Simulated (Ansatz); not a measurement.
# AlF2H3OSi: the cost of one run

Method: RKS B3LYP-D4/6-31G*, in Ansatz 0.2.0.

**1. The starting structure**

Bond lengths: Al1–O2 1.780 Å, O2–Si3 1.680 Å, Si3–H4 1.460 Å, Si3–H5 1.460 Å, Si3–H6 1.460 Å, Al1–F7 1.690 Å, Al1–F8 1.690 Å. Angles: Al1–O2–Si3 125.0°, O2–Al1–F7 120.0°, O2–Al1–F8 120.0°, F7–Al1–F8 120.0°, O2–Si3–H4 109.5°, O2–Si3–H5 109.5°, O2–Si3–H6 109.5°, H4–Si3–H5 109.4°, H4–Si3–H6 109.4°, H5–Si3–H6 109.4°.

As a file:

```xyz
8

Al    0.0000    0.0000    0.0000
O     0.0000    0.0000    1.7800
Si   -1.3147   -0.4067    2.7436
H    -2.2390   -1.2403    1.9804
H    -0.8506   -1.1432    3.9157
H    -1.9987    0.8095    3.1733
F     1.4635    0.0000   -0.8450
F    -1.4635    0.0000   -0.8450
```

**2. Preparing the start**

Input file input.yaml:

```yaml
crystal:
  periodic: [false, false, false]
  atoms:
    - { symbol: Al, position_ang: [0.0, 0.0, 0.0] }
    - { symbol: O, position_ang: [0.0, 0.0, 1.78] }
    - { symbol: Si, position_ang: [-1.3147, -0.4067, 2.7436] }
    - { symbol: H, position_ang: [-2.239, -1.2403, 1.9804] }
    - { symbol: H, position_ang: [-0.8506, -1.1432, 3.9157] }
    - { symbol: H, position_ang: [-1.9987, 0.8095, 3.1733] }
    - { symbol: F, position_ang: [1.4635, 0.0, -0.845] }
    - { symbol: F, position_ang: [-1.4635, 0.0, -0.845] }
basis:
  gaussian: { orbitals: "6-31G*" }
hamiltonian:
  xc: b3lyp
  dispersion: d4
relax:
  f_tol: 0.02
  max_steps: 40
```

Command:

```
> ansatz run input.yaml --threads 1 --pin off --max-ram 2048MiB --backend cpu --events-out ev --progress --plain --runs-dir out
```

**Question.** How long does this run take on 1 thread of Arm Neoverse V1, shared host, and how much memory does it need?

About 1.7 min, with a peak of 0.18 GiB.
